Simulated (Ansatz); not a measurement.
# C5H13Al: the cost of one run

Method: RKS PBE/STO-3G, in Ansatz 0.2.0.

### 1 The structure to begin with

Bond lengths (14 of 18 bonds, heavy atoms first): C1–C2 1.533 Å, C2–C3 1.509 Å, C2–C4 1.538 Å, C4–C5 1.484 Å, C4–Al6 2.068 Å, C1–H7 1.125 Å, C1–H8 1.123 Å, C1–H9 1.045 Å, C2–H10 1.095 Å, C3–H11 1.131 Å, C3–H12 1.120 Å, C3–H13 1.112 Å, C4–H14 1.174 Å, C5–H15 1.097 Å. Angles (14 of 33 angles, heavy atoms first): C1–C2–C3 108.6°, C1–C2–C4 116.9°, C3–C2–C4 111.3°, C2–C4–C5 116.3°, C2–C4–Al6 115.3°, C5–C4–Al6 110.5°, C1–C2–H10 105.3°, C3–C2–H10 106.7°, C4–C2–H10 107.3°, C2–C1–H7 107.6°, C2–C1–H8 107.6°, C2–C1–H9 114.0°, C2–C3–H11 111.3°, C2–C3–H12 114.9°.

Its coordinates follow in the input file.

### 2 Relaxing end A

Contents of input.yaml:

```yaml
crystal:
  periodic: [false, false, false]
  atoms:
    - { symbol: C, position_ang: [-0.7743, -1.8615, 0.3881] }
    - { symbol: C, position_ang: [0.2356, -0.8451, -0.1563] }
    - { symbol: C, position_ang: [1.3025, -0.6196, 0.8874] }
    - { symbol: C, position_ang: [-0.3295, 0.4882, -0.6753] }
    - { symbol: C, position_ang: [0.5987, 1.3324, -1.4686] }
    - { symbol: Al, position_ang: [-1.3293, 1.6314, 0.7285] }
    - { symbol: H, position_ang: [-1.5805, -1.9873, -0.3869] }
    - { symbol: H, position_ang: [-1.2622, -1.4061, 1.2914] }
    - { symbol: H, position_ang: [-0.3519, -2.7792, 0.6566] }
    - { symbol: H, position_ang: [0.7213, -1.3439, -1.0013] }
    - { symbol: H, position_ang: [1.7667, -1.5962, 1.2187] }
    - { symbol: H, position_ang: [0.9452, -0.1275, 1.828] }
    - { symbol: H, position_ang: [2.1075, 0.0295, 0.4781] }
    - { symbol: H, position_ang: [-1.238, 0.2163, -1.3672] }
    - { symbol: H, position_ang: [0.0632, 2.1548, -1.9584] }
    - { symbol: H, position_ang: [1.1145, 0.7677, -2.2102] }
    - { symbol: H, position_ang: [1.371, 1.8078, -0.7756] }
    - { symbol: H, position_ang: [-2.0906, 2.9731, 0.3085] }
    - { symbol: H, position_ang: [-1.3118, 1.1609, 2.271] }
basis:
  gaussian: { orbitals: STO-3G }
hamiltonian:
  xc: pbe
relax:
  f_tol: 0.015
  max_steps: 40
```

Started as:

```console
$ ansatz run input.yaml --threads 1 --pin off --max-ram 2048MiB --backend cpu --events-out ev --progress --plain --runs-dir out
```

What time and memory should one allow on 1 thread of an x86-64 CPU, shared host?

About 27 s, with a peak of 0.13 GiB.
